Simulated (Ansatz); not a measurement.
# Sb2: up Jacob's ladder to CCSD(T)

How much do the methods differ for Sb2? The plan is to run it at one geometry with functionals of several rungs and with coupled cluster. The yardstick is the atomisation energy at the CCSD(T) limit.

Program: Ansatz 0.2.0, Gaussian basis. Level of theory: functionals in def2-TZVPP, the program's frozen cores in correlated methods. These are calculated values, not measurements.

The runs, in order: LDA (SPW92), PBE-D4, revPBE-D4, BLYP-D4, r2SCAN-D4, B97M-V, PBE0-D4, B3LYP-D4, r2SCANh-D4, r2SCAN0-D4, HSE06-D4, BHLYP-D4, CAM-B3LYP-D4, LC-ωPBE, ωB97X-V, ωB97M-V, B2PLYP, PBE-QIDH; CCSD(T)/def2-SVP; CCSD(T)/def2-TZVPP; CCSD(T)/def2-QZVPP; extrapolation to the limit; RPA on PBE.

### Step 1. The relaxed structure

All runs share one geometry, relaxed beforehand with PBE0-D4 in a triple-zeta def2 set. Sb takes the def2 core potential; no spin-orbit term is included.

SMILES `[Sb]#[Sb]`, 2 atoms, charge 0, spin multiplicity 1.

Atoms are counted from 1 here; the program's logs count them from 0.

Bond lengths: Sb1–Sb2 2.464 Å.

### Step 2. LDA

This LDA is Slater exchange with PW92 correlation.

Input file in.yaml:

```yaml
crystal:
  periodic: [false, false, false]
  atoms:
    - {symbol: Sb, position_ang: [-1.047546, 0.372206, -0.531305]}
    - {symbol: Sb, position_ang: [1.047546, -0.372206, 0.531305]}
basis:
  gaussian: {orbitals: def2-TZVPP}
hamiltonian: {xc: lda}
output: {orbitals: {seedname: orbitals}}
```

The run is started by

```sh
> ansatz run in.yaml --threads 2 --pin off --events-out ev --progress --plain --max-ram 32768MiB --backend cpu
```

The runs that follow: PBE-D4 (GGA); revPBE-D4 (GGA); BLYP-D4 (GGA); r2SCAN-D4 (meta-GGA); B97M-V (meta-GGA); B3LYP-D4 (hybrid); r2SCANh-D4 (hybrid); r2SCAN0-D4 (hybrid); HSE06-D4 (hybrid); BHLYP-D4 (hybrid); CAM-B3LYP-D4 (range-separated); LC-ωPBE (range-separated); ωB97X-V (range-separated); ωB97M-V (range-separated); B2PLYP (double hybrid); PBE-QIDH (double hybrid); CCSD(T) in def2-SVP; CCSD(T) in def2-TZVPP; CCSD(T) in def2-QZVPP; RPA on PBE orbitals.

**Question.** What will the summary of the whole plan be? Wanted: atomisation energy, CCSD(T)/CBS; farthest beyond LDA; mean size of error, GGA; mean size of error, meta-GGA; mean size of error, hybrid; mean size of error, range-separated; mean size of error, double hybrid; gap, smallest and largest; T1 diagnostic.

As calculated:

```
                               quantity                                 value
        atomisation energy, CCSD(T)/CBS                          304.4 kJ/mol
  functionals within 3.0 kJ/mol (1.0 %)  none; nearest B3LYP-D4 (-4.1 kJ/mol)
                    farthest beyond LDA               LC-ωPBE (-119.2 kJ/mol)
                mean size of error, GGA                           19.2 kJ/mol
           mean size of error, meta-GGA                           25.5 kJ/mol
             mean size of error, hybrid                           43.8 kJ/mol
    mean size of error, range-separated                           63.1 kJ/mol
      mean size of error, double hybrid                           32.1 kJ/mol
              gap, smallest and largest  2.32 eV (BLYP-D4), 7.63 eV (LC-ωPBE)
                          T1 diagnostic                                0.0150
triples share of the correlation energy                                 4.3 %
```

In words: The LDA atomisation energy is off by 102.5 kJ/mol (34 %): it overbinds. PBE-D4 misses by +10.8 kJ/mol. Double hybrids carry the basis error of their MP2 part in triple zeta, and no dispersion term here, so their miss is partly the set-up's. Taken by rung, GGA functionals do best (19.2 kJ/mol on average) and range-separated ones worst beyond LDA (63.1 kJ/mol). The gap between the best rungs is small, so their order is not settled. RPA and LDA stand outside this count. Misses under about 3.0 kJ/mol are within the doubt on the reference itself, which lacks core-valence correlation, spin-orbit coupling and higher excitations, and its outer-core shells are covered unevenly. All levels share the lack of spin-orbit coupling, which lowers the free heavy atoms and so the true binding. Hartree-Fock recovers -11 % of the binding; the rest is correlation. CCSD(T) in def2-SVP is off by -104.7 kJ/mol, worse than the median functional, from the basis alone. Orbital gaps span 2.3 to 7.6 eV; exact exchange widens them. The restricted reference is unstable towards a spin-broken one. Correlated methods include outer-core shells of Sb, which these sets cover unevenly.
